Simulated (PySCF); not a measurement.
**C₆H₅F: electronic structure in real space**

Aim: take C₆H₅F and compute its lowest excited states and measure its response to a uniform field.

Method: levels as typed in each script, gas phase, geometry from GFN2-xTB; program: PySCF 2.14.0.

### Step 1. The starting structure

SMILES `Fc1ccccc1`, 12 atoms, charge 0, spin multiplicity 1.

Bond lengths: F1–C2 1.351 Å, C2–C3 1.383 Å, C2–C7 1.383 Å, C3–C4 1.384 Å, C3–H8 1.079 Å, C4–C5 1.385 Å, C4–H9 1.079 Å, C5–C6 1.385 Å, C5–H10 1.079 Å, C6–C7 1.384 Å, C6–H11 1.079 Å, C7–H12 1.079 Å. Angles: F1–C2–C3 118.9°, F1–C2–C7 118.9°, C3–C2–C7 122.1°, C2–C3–C4 118.6°, C2–C3–H8 119.8°, C4–C3–H8 121.6°, C3–C4–C5 120.3°, C3–C4–H9 119.6°, C5–C4–H9 120.1°, C4–C5–C6 120.2°, C4–C5–H10 119.9°, C6–C5–H10 119.9°, C5–C6–C7 120.3°, C5–C6–H11 120.1°, C7–C6–H11 119.6°, C2–C7–C6 118.5°, C2–C7–H12 119.8°, C6–C7–H12 121.6°.

Coordinates:

```
atom    x (Å)    y (Å)   z (Å)
  F1   2.2747   0.0001  0.0000
  C2   0.9240  -0.0001  0.0000
  C3   0.2549  -1.2101  0.0000
  C4  -1.1292  -1.2007  0.0000
  C5  -1.8196   0.0000  0.0000
  C6  -1.1292   1.2007  0.0000
  C7   0.2549   1.2101  0.0000
  H8   0.8146  -2.1322  0.0000
  H9  -1.6687  -2.1357  0.0000
 H10  -2.8990   0.0003  0.0000
 H11  -1.6687   2.1357  0.0000
 H12   0.8146   2.1322  0.0000
```

### Step 2. Excited states (PBE0/6-31+g*)

File input.py:

```python
import numpy as np
from pyscf import gto, scf, dft, tdscf
from pyscf.scf import atom_ks, atom_hf
from scipy.linalg import block_diag

def solve(mol, dm0=None, hcore=None):
    mf = (dft.UKS if mol.spin else dft.RKS)(mol, xc='pbe0')
    mf.grids.level = 3
    mf = mf.density_fit(auxbasis='def2-universal-jkfit')
    mf.conv_tol, mf.max_cycle = 1e-8, 80
    if hcore is not None:
        mf.get_hcore = lambda *args: hcore
    mf.kernel(dm0)
    if not mf.converged:
        mf = mf.newton().run(mf.mo_coeff, mf.mo_occ, max_cycle=30)
    assert mf.converged, 'SCF not converged'
    return mf

mol = gto.M(atom='''
F      2.27468     0.00008     0.00000
C      0.92396    -0.00011     0.00000
C      0.25494    -1.21010     0.00000
C     -1.12915    -1.20073     0.00000
C     -1.81963     0.00003     0.00000
C     -1.12917     1.20068     0.00000
C      0.25492     1.21008     0.00000
H      0.81459    -2.13216     0.00000
H     -1.66867    -2.13573     0.00000
H     -2.89904     0.00025     0.00000
H     -1.66870     2.13568     0.00000
H      0.81456     2.13215     0.00000
''', basis='6-31+g*', charge=0, spin=0, verbose=4)
mf = solve(mol)
td = mf.TDA()
td.nstates, td.singlet, td.conv_tol = 5, True, 1e-5
td.kernel()
td.analyze()
x, y = np.array([p[0] for p in td.xy]), np.array([p[1] + 0 * p[0] for p in td.xy])
f, mu = td.oscillator_strength(), td.transition_dipole()
nto = [td.get_nto(state=i + 1, verbose=4) for i in range(len(td.e))]
# spherically averaged free atoms, for the promolecule
atm = atom_ks.get_atm_nrks(mol, xc='pbe0')
pro = block_diag(*[(atm[a[0]][2] * atm[a[0]][3]) @ atm[a[0]][2].T for a in mol._atom])
np.savez('result.npz', e=td.e, f=f, ok=td.converged, w=[n[0] for n in nto], nto=[n[1] for n in nto], x=x, y=y, c=mf.mo_coeff, occ=mf.mo_occ, eps=mf.mo_energy, pro=pro, mu=mu)
```

Command:

```console
$ OMP_NUM_THREADS=1 python input.py
```

Standard output:

```text
[ENV] PYSCF_TMPDIR <dir>
[ENV] PYSCF_MAX_MEMORY 1375
[INPUT] verbose = 4
[INPUT] num. atoms = 12
[INPUT] num. electrons = 50
[INPUT] charge = 0
[INPUT] spin (= nelec alpha-beta = 2S) = 0
[INPUT] symmetry False subgroup None
[INPUT] Mole.unit = angstrom
[INPUT] Symbol           X                Y                Z      unit          X                Y                Z       unit  Magmom
[INPUT]  1 F      2.274680000000   0.000080000000   0.000000000000 AA    4.298522221026   0.000151178090   0.000000000000 Bohr   0.0
[INPUT]  2 C      0.923960000000  -0.000110000000   0.000000000000 AA    1.746031350053  -0.000207869874   0.000000000000 Bohr   0.0
[INPUT]  3 C      0.254940000000  -1.210100000000   0.000000000000 AA    0.481766778197  -2.286757583336   0.000000000000 Bohr   0.0
[INPUT]  4 C     -1.129150000000  -1.200730000000   0.000000000000 AA   -2.133784253553  -2.269050849549   0.000000000000 Bohr   0.0
[INPUT]  5 C     -1.819630000000   0.000030000000   0.000000000000 AA   -3.438602348042   0.000056691784   0.000000000000 Bohr   0.0
[INPUT]  6 C     -1.129170000000   1.200680000000   0.000000000000 AA   -2.133822048075   2.268956363243   0.000000000000 Bohr   0.0
[INPUT]  7 C      0.254920000000   1.210080000000   0.000000000000 AA    0.481728983674   2.286719788814   0.000000000000 Bohr   0.0
[INPUT]  8 H      0.814590000000  -2.132160000000   0.000000000000 AA    1.539352003809  -4.029198453753   0.000000000000 Bohr   0.0
[INPUT]  9 H     -1.668670000000  -2.135730000000   0.000000000000 AA   -3.153329292278  -4.035944776017   0.000000000000 Bohr   0.0
[INPUT] 10 H     -2.899040000000   0.000250000000   0.000000000000 AA   -5.478391624159   0.000472431531   0.000000000000 Bohr   0.0
[INPUT] 11 H     -1.668700000000   2.135680000000   0.000000000000 AA   -3.153385984062   4.035850289711   0.000000000000 Bohr   0.0
[INPUT] 12 H      0.814560000000   2.132150000000   0.000000000000 AA    1.539295312026   4.029179556491   0.000000000000 Bohr   0.0

nuclear repulsion = 270.525057043974
number of shells = 66
number of NR pGTOs = 237
number of NR cGTOs = 136
basis = 6-31+g*
ecp = {}

******** <class 'pyscf.df.df_jk.DFRKS'> ********
method = DFRKS
initial guess = minao
damping factor = 0
level_shift factor = 0
DIIS = <class 'pyscf.scf.diis.CDIIS'>
diis_start_cycle = 1
diis_space = 8
diis_damp = 0
SCF conv_tol = 1e-08
SCF conv_tol_grad = None
SCF max_cycles = 80
direct_scf = False
XC library pyscf.dft.libxc version 7.0.0
    S. Lehtola, C. Steigemann, M. J.T. Oliveira, and M. A.L. Marques.,  SoftwareX 7, 1–5 (2018)
XC functionals = pbe0
    C. Adamo and V. Barone.,  J. Chem. Phys. 110, 6158 (1999)
    M. Ernzerhof and G. E. Scuseria.,  J. Chem. Phys. 110, 5029 (1999)
radial grids:
    Treutler-Ahlrichs [JCP 102, 346 (1995); DOI:10.1063/1.469408] (M4) radial grids

becke partition: Becke, JCP 88, 2547 (1988); DOI:10.1063/1.454033
pruning grids: <function nwchem_prune at 0x74354bb93600>
grids dens level: 3
symmetrized grids: False
atomic radii adjust function: <function treutler_atomic_radii_adjust at 0x74354bb93ba0>
small_rho_cutoff = 0
Set gradient conv threshold to 0.0001
Initial guess from minao.
tot grids = 148016
******** <class 'pyscf.df.df.DF'> ********
auxbasis = def2-universal-jkfit
init E= -332.330158701523
  HOMO = -0.286685945229009  LUMO = -0.0850281781346616  gap/eV = 5.48739
cycle= 1 E= -331.07507793565  delta_E= 1.26  |g|= 0.459  |ddm|= 9.73
  HOMO = -0.231399361089194  LUMO = 0.0155296636426854  gap/eV = 6.71928
cycle= 2 E= -331.052412435676  delta_E= 0.0227  |g|= 0.581  |ddm|= 1.74
  HOMO = -0.258760050511003  LUMO = -0.0121407259943105  gap/eV = 6.71085
cycle= 3 E= -331.120099008981  delta_E= -0.0677  |g|= 0.0843  |ddm|= 0.753
  HOMO = -0.267637260670915  LUMO = -0.0192326454812202  gap/eV = 6.75943
cycle= 4 E= -331.121811206135  delta_E= -0.00171  |g|= 0.032  |ddm|= 0.296
  HOMO = -0.266514975936119  LUMO = -0.0178161127068162  gap/eV = 6.76744
cycle= 5 E= -331.122080806304  delta_E= -0.00027  |g|= 0.00847  |ddm|= 0.0734
  HOMO = -0.265648108200913  LUMO = -0.0171747080342421  gap/eV = 6.76131
cycle= 6 E= -331.1220966738  delta_E= -1.59e-05  |g|= 0.0025  |ddm|= 0.0153
  HOMO = -0.265790189268989  LUMO = -0.0173228731715147  gap/eV = 6.76114
cycle= 7 E= -331.122098153592  delta_E= -1.48e-06  |g|= 0.000576  |ddm|= 0.00492
  HOMO = -0.265820510571517  LUMO = -0.0173187877544692  gap/eV = 6.76208
cycle= 8 E= -331.122098223383  delta_E= -6.98e-08  |g|= 0.000105  |ddm|= 0.000942
  HOMO = -0.265817594167615  LUMO = -0.0173233653852636  gap/eV = 6.76187
cycle= 9 E= -331.122098225922  delta_E= -2.54e-09  |g|= 1.53e-05  |ddm|= 0.000251
  HOMO = -0.265817649242448  LUMO = -0.0173217316538068  gap/eV = 6.76192
Extra cycle  E= -331.1220982259  delta_E= 2.23e-11  |g|= 1.83e-05  |ddm|= 6.46e-05
converged SCF energy = -331.1220982259

******** <class 'pyscf.tdscf.rks.TDA'> for <class 'pyscf.df.df_jk.DFRKS'> ********
nstates = 5 singlet
deg_eia_thresh = 1.000e-03
wfnsym = None
conv_tol = 1e-05
eigh lindep = 1e-12
eigh level_shift = 0
eigh max_cycle = 100

Excitation energies (eV)
[5.56724183 6.49552564 6.59341944 6.9820923  7.15315697]

** Singlet excitation energies and oscillator strengths **
Excited State   1:      5.56724 eV    222.70 nm  f=0.0131
      24 -> 27       -0.42497
      25 -> 26       -0.56245
Excited State   2:      6.49553 eV    190.88 nm  f=0.0008
      24 -> 26        0.47513
      25 -> 27       -0.51053
Excited State   3:      6.59342 eV    188.04 nm  f=0.0037
      25 -> 28       -0.70373
Excited State   4:      6.98209 eV    177.57 nm  f=0.0000
      24 -> 28       -0.70175
Excited State   5:      7.15316 eV    173.33 nm  f=0.0000
      25 -> 29        0.70325

** Transition electric dipole moments (AU) **
state          X           Y           Z        Dip. S.      Osc.
  1        -0.0000      0.3095      0.0000      0.0958      0.0131
  2         0.0698     -0.0015      0.0000      0.0049      0.0008
  3         0.0000     -0.0000     -0.1518      0.0231      0.0037
  4        -0.0000      0.0000      0.0002      0.0000      0.0000
  5        -0.0000      0.0000      0.0009      0.0000      0.0000

** Transition velocity dipole moments (imaginary part, AU) **
state          X           Y           Z        Dip. S.      Osc.
  1         0.0000     -0.0059      0.0000      0.0000      0.0001
  2         0.0018     -0.0000      0.0000      0.0000      0.0000
  3         0.0000      0.0000     -0.0287      0.0008      0.0023
  4        -0.0000      0.0000      0.0001      0.0000      0.0000
  5        -0.0000     -0.0000      0.0002      0.0000      0.0000

** Transition magnetic dipole moments (imaginary part, AU) **
state          X           Y           Z
  1         0.0000     -0.0000      0.2167
  2        -0.0000     -0.0000     -0.0003
  3        -0.0007      0.5472     -0.0000
  4        -0.5905     -0.0006      0.0000
  5        -0.0440     -0.0002      0.0000
State 1: 5.56724 eV  NTO largest component 0.6331093410441012
    occ-NTO: 0.999876 (MO #25)
    vir-NTO: 0.999803 (MO #26)
State 2: 6.49553 eV  NTO largest component 0.5238456123778295
    occ-NTO: 0.999856 (MO #25)
    vir-NTO: 0.997607 (MO #27)
State 3: 6.59342 eV  NTO largest component 0.9974585394919546
    occ-NTO: 0.999399 (MO #25)
    vir-NTO: 0.997093 (MO #28)
State 4: 6.98209 eV  NTO largest component 0.9934892268027412
    occ-NTO: 1.000000 (MO #24)
    vir-NTO: 0.995674 (MO #28)
State 5: 7.15316 eV  NTO largest component 0.9919546148973811
    occ-NTO: 0.999941 (MO #25)
    vir-NTO: 0.998632 (MO #29)
Spherically averaged atomic KS for {'F', 'C', 'H'}

******** <class 'pyscf.scf.atom_ks.AtomSphAverageRKS'> ********
method = AtomSphAverageRKS
initial guess = vsap
damping factor = 0
level_shift factor = 0
diis_start_cycle = 1
diis_space = 12
SCF conv_tol = 1e-09
SCF conv_tol_grad = None
SCF max_cycles = 50
direct_scf = True
direct_scf_tol = 1e-13
XC library pyscf.dft.libxc version 7.0.0
    S. Lehtola, C. Steigemann, M. J.T. Oliveira, and M. A.L. Marques.,  SoftwareX 7, 1–5 (2018)
XC functionals = pbe0
    C. Adamo and V. Barone.,  J. Chem. Phys. 110, 6158 (1999)
    M. Ernzerhof and G. E. Scuseria.,  J. Chem. Phys. 110, 5029 (1999)
radial grids:
    Treutler-Ahlrichs [JCP 102, 346 (1995); DOI:10.1063/1.469408] (M4) radial grids

becke partition: Becke, JCP 88, 2547 (1988); DOI:10.1063/1.454033
pruning grids: <function nwchem_prune at 0x74354bb93600>
grids dens level: 3
symmetrized grids: False
atomic radii adjust function: <function treutler_atomic_radii_adjust at 0x74354bb93ba0>
User specified grid scheme (100, 434)
small_rho_cutoff = 0
Set gradient conv threshold to 3.16228e-05
tot grids = 25232
init E= 170.996732334622
cycle= 1 E= 170.995120252053  delta_E= -0.00161  |g|=    0  |ddm|= 0.161
cycle= 2 E= 170.995222700251  delta_E= 0.000102  |g|=    0  |ddm|= 0.132
cycle= 3 E= 170.991808640478  delta_E= -0.00341  |g|=    0  |ddm|= 0.0662
cycle= 4 E= 170.99180863898  delta_E= -1.5e-09  |g|=    0  |ddm|= 0.000475
cycle= 5 E= 170.991808596936  delta_E= -4.2e-08  |g|=    0  |ddm|= 0.000234
cycle= 6 E= 170.991808596934  delta_E= -2.25e-12  |g|=    0  |ddm|= 2.46e-06
Extra cycle  E= 170.991808596934  delta_E= -5.68e-14  |g|=    0  |ddm|= 2.86e-07
Atomic HF for atom  F  converged. SCF energy = 170.991808596934

******** <class 'pyscf.scf.atom_ks.AtomSphAverageRKS'> ********
method = AtomSphAverageRKS
initial guess = vsap
damping factor = 0
level_shift factor = 0
diis_start_cycle = 1
diis_space = 12
SCF conv_tol = 1e-09
SCF conv_tol_grad = None
SCF max_cycles = 50
direct_scf = True
direct_scf_tol = 1e-13
XC library pyscf.dft.libxc version 7.0.0
    S. Lehtola, C. Steigemann, M. J.T. Oliveira, and M. A.L. Marques.,  SoftwareX 7, 1–5 (2018)
XC functionals = pbe0
    C. Adamo and V. Barone.,  J. Chem. Phys. 110, 6158 (1999)
    M. Ernzerhof and G. E. Scuseria.,  J. Chem. Phys. 110, 5029 (1999)
radial grids:
    Treutler-Ahlrichs [JCP 102, 346 (1995); DOI:10.1063/1.469408] (M4) radial grids

becke partition: Becke, JCP 88, 2547 (1988); DOI:10.1063/1.454033
pruning grids: <function nwchem_prune at 0x74354bb93600>
grids dens level: 3
symmetrized grids: False
atomic radii adjust function: <function treutler_atomic_radii_adjust at 0x74354bb93ba0>
User specified grid scheme (100, 434)
small_rho_cutoff = 0
Set gradient conv threshold to 3.16228e-05
tot grids = 24752
init E= 232.935195416088
cycle= 1 E= 232.883767227026  delta_E= -0.0514  |g|=    0  |ddm|= 0.661
cycle= 2 E= 232.869364148646  delta_E= -0.0144  |g|=    0  |ddm|= 0.451
cycle= 3 E= 232.854017450424  delta_E= -0.0153  |g|=    0  |ddm|= 0.222
cycle= 4 E= 232.853634210109  delta_E= -0.000383  |g|=    0  |ddm|= 0.0678
cycle= 5 E= 232.853314824654  delta_E= -0.000319  |g|=    0  |ddm|= 0.0336
cycle= 6 E= 232.853304824514  delta_E= -1e-05  |g|=    0  |ddm|= 0.0108
cycle= 7 E= 232.853296733407  delta_E= -8.09e-06  |g|=    0  |ddm|= 0.00538
cycle= 8 E= 232.853296474445  delta_E= -2.59e-07  |g|=    0  |ddm|= 0.00173
cycle= 9 E= 232.853296265906  delta_E= -2.09e-07  |g|=    0  |ddm|= 0.000864
cycle= 10 E= 232.853296259208  delta_E= -6.7e-09  |g|=    0  |ddm|= 0.000278
cycle= 11 E= 232.853296253818  delta_E= -5.39e-09  |g|=    0  |ddm|= 0.000139
cycle= 12 E= 232.853296253565  delta_E= -2.53e-10  |g|=    0  |ddm|= 1.44e-05
Extra cycle  E= 232.853296253528  delta_E= -3.68e-11  |g|=    0  |ddm|= 2.06e-05
Atomic HF for atom  C  converged. SCF energy = 232.853296253528

******** <class 'pyscf.scf.atom_ks.AtomSphAverageRKS'> ********
method = AtomSphAverageRKS
initial guess = vsap
damping factor = 0
level_shift factor = 0
diis_start_cycle = 1
diis_space = 12
SCF conv_tol = 1e-09
SCF conv_tol_grad = None
SCF max_cycles = 50
direct_scf = True
direct_scf_tol = 1e-13
XC library pyscf.dft.libxc version 7.0.0
    S. Lehtola, C. Steigemann, M. J.T. Oliveira, and M. A.L. Marques.,  SoftwareX 7, 1–5 (2018)
XC functionals = pbe0
    C. Adamo and V. Barone.,  J. Chem. Phys. 110, 6158 (1999)
    M. Ernzerhof and G. E. Scuseria.,  J. Chem. Phys. 110, 5029 (1999)
radial grids:
    Treutler-Ahlrichs [JCP 102, 346 (1995); DOI:10.1063/1.469408] (M4) radial grids

becke partition: Becke, JCP 88, 2547 (1988); DOI:10.1063/1.454033
pruning grids: <function nwchem_prune at 0x74354bb93600>
grids dens level: 3
symmetrized grids: False
atomic radii adjust function: <function treutler_atomic_radii_adjust at 0x74354bb93ba0>
User specified grid scheme (100, 434)
small_rho_cutoff = 0
Set gradient conv threshold to 3.16228e-05
tot grids = 26240
init E= 270.097807056228
cycle= 1 E= 270.0934383085  delta_E= -0.00437  |g|=    0  |ddm|= 0.135
cycle= 2 E= 270.093437260127  delta_E= -1.05e-06  |g|=    0  |ddm|= 0.00206
cycle= 3 E= 270.093437259233  delta_E= -8.94e-10  |g|=    0  |ddm|= 6.02e-05
Extra cycle  E= 270.093437259232  delta_E= -7.39e-13  |g|=    0  |ddm|= 1.74e-06
Atomic HF for atom  H  converged. SCF energy = 270.093437259232
```

Run time: 5.8 min. Hardware: 1 thread of AMD EPYC 7R43 (Zen 3), shared host; peak memory 0.77 GiB.

The free atoms at the end serve only for the promolecule density; their printed energies are not used.

### Step 3. Analysis of result.npz

TDA singlet states:

```
state  energy (eV)      f  leading pair's weight
   S1         5.57  0.013                   0.63
   S2         6.50  0.001                   0.52
   S3         6.59  0.004                   1.00
   S4         6.98  0.000                   0.99
   S5         7.15  0.000                   0.99
```

Natural transition orbitals.

6.98 eV (178 nm), f = 0.000 (dark), π → spatially extended orbital; the leading pair carries 99 %; hole on C3 and C7 (21 % each) and C4 and C6 (21 % each), electron on C4 and C6 (13 % each), C5 (13 %) and H9 and H11 (10 % each); their centroids lie 1.1 Å apart. In canonical orbitals it is mainly HOMO−1 → LUMO+2 (98 %). The HOMO–LUMO gap is 6.76 eV.

Unrelaxed difference density.

0.87 e is displaced in all, of which about 0.4 e passes between atoms: C2 (0.18 e) and C5 (0.11 e) lose electrons and H10 (0.09 e) and H9 and H11 (0.09 e each) gain them. The state: 6.59 eV (188 nm), f = 0.004, π → spatially extended orbital; the leading pair carries 100 %; hole on C5 (26 %), C2 (21 %) and C3 and C7 (10 % each), electron on C5 (16 %), C4 and C6 (13 % each) and H10 (12 %); their centroids lie 1.4 Å apart.

[end of part 1 of 2]
